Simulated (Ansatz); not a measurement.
# ClH5NSi2 radical: one species, many methods

An exercise on one series of results from a longer session: the logs are not shown, and one member is left open.

Method: functionals in def2-TZVPP, the program's frozen cores in correlated methods; program: Ansatz 0.2.0, Gaussian basis.

Levels to be run: LDA (SPW92), PBE-D4, revPBE-D4, BLYP-D4, r2SCAN-D4, B97M-V, PBE0-D4, B3LYP-D4, r2SCANh-D4, r2SCAN0-D4, HSE06-D4, BHLYP-D4, CAM-B3LYP-D4, LC-ωPBE, ωB97X-V, ωB97M-V, B2PLYP, PBE-QIDH; CCSD(T)/def2-SVP; CCSD(T)/def2-TZVPP; MP2/def2-QZVPP; extrapolation to the limit; RPA on PBE.

## The geometry

An earlier PBE0-D4 in a triple-zeta def2 set relaxation fixed the geometry.

SMILES `N[Si]([SiH3])Cl`, 9 atoms, charge 0, spin multiplicity 2.

Atoms are counted from 1 here; the program's logs count them from 0.

Bond lengths: N1–Si2 1.719 Å, N1–H5 1.008 Å, N1–H6 1.008 Å, Si2–Si3 2.355 Å, Si2–Cl4 2.075 Å, Si3–H7 1.489 Å, Si3–H8 1.486 Å, Si3–H9 1.490 Å. Angles: Si2–N1–H5 120.3°, Si2–N1–H6 120.2°, H5–N1–H6 111.9°, N1–Si2–Si3 110.1°, N1–Si2–Cl4 104.8°, Si3–Si2–Cl4 109.6°, Si2–Si3–H7 113.2°, Si2–Si3–H8 108.5°, Si2–Si3–H9 107.6°, H7–Si3–H8 109.6°, H7–Si3–H9 109.0°, H8–Si3–H9 108.8°.

The first run:

Input file in.yaml:

```yaml
crystal:
  periodic: [false, false, false]
  atoms:
    - {symbol: N, position_ang: [-0.942202, 1.392529, 0.660835]}
    - {symbol: Si, position_ang: [-0.346916, -0.195119, 0.944602]}
    - {symbol: Si, position_ang: [0.593094, -1.070551, -1.029418]}
    - {symbol: Cl, position_ang: [1.134880, 0.041608, 2.377659]}
    - {symbol: H, position_ang: [-0.972607, 2.066667, 1.410200]}
    - {symbol: H, position_ang: [-1.676124, 1.546358, -0.013191]}
    - {symbol: H, position_ang: [1.754944, -0.282491, -1.524999]}
    - {symbol: H, position_ang: [1.013880, -2.471714, -0.770469]}
    - {symbol: H, position_ang: [-0.470448, -1.073687, -2.072320]}
basis:
  gaussian: {orbitals: def2-TZVPP}
magnetization: {spin_polarized: true, initial_magnetization: 1}
hamiltonian: {xc: lda}
output: {orbitals: {seedname: orbitals}}
```

Steps of the session up to this table: LDA; PBE-D4 (GGA); revPBE-D4 (GGA); BLYP-D4 (GGA); r2SCAN-D4 (meta-GGA); B97M-V (meta-GGA); PBE0-D4 (hybrid); B3LYP-D4 (hybrid); r2SCANh-D4 (hybrid); r2SCAN0-D4 (hybrid); HSE06-D4 (hybrid); BHLYP-D4 (hybrid); CAM-B3LYP-D4 (range-separated); LC-ωPBE-D4 (range-separated; the results give it without D4); ωB97X-V (range-separated); ωB97M-V (range-separated); B2PLYP (double hybrid); PBE-QIDH (double hybrid).

One of the session's tables, all rows but one given; the rest of the session is left out.

It belongs to the step «Orbital energies across the functionals». 

| functional | HOMO (eV) | LUMO (eV) | gap (eV) |
| --- | --- | --- | --- |
| LDA (SPW92) | -4.33 | -3.43 | 0.90 |
| PBE-D4 | -4.33 | -3.07 | 1.27 |
| revPBE-D4 | -4.31 | -2.95 | 1.36 |
| BLYP-D4 | -4.14 | -3.05 | 1.09 |
| r2SCAN-D4 | -4.66 | -2.69 | 1.97 |
| B97M-V | -4.47 | -3.12 | 1.35 |
| PBE0-D4 | -5.44 | -2.21 | 3.22 |
| B3LYP-D4 | -5.18 | -2.56 | 2.62 |
| r2SCANh-D4 | ? | ? | ? |
| r2SCAN0-D4 | -5.68 | -1.94 | 3.74 |
| HSE06-D4 | -5.05 | -2.59 | 2.45 |
| BHLYP-D4 | -6.38 | -1.41 | 4.97 |
| CAM-B3LYP-D4 | -6.62 | -1.30 | 5.32 |
| LC-ωPBE | -7.99 | 0.00 | 8.00 |
| ωB97X-V | -7.52 | -0.43 | 7.09 |
| ωB97M-V | -7.16 | -0.62 | 6.54 |

Q: Estimate the row for r2SCANh-D4 from the others.

Worked estimate for «HOMO (eV)». Against the share of exact exchange, r2SCAN-D4 (0, -4.66), r2SCAN0-D4 (0.25, -5.68) give a slope of -4.08 per unit share; at 0.1 the line stands at -5.07.

The run gave: HOMO (eV): -5.06; LUMO (eV): -2.39; gap (eV): 2.68. In «HOMO (eV)» the line misses by -0.01.
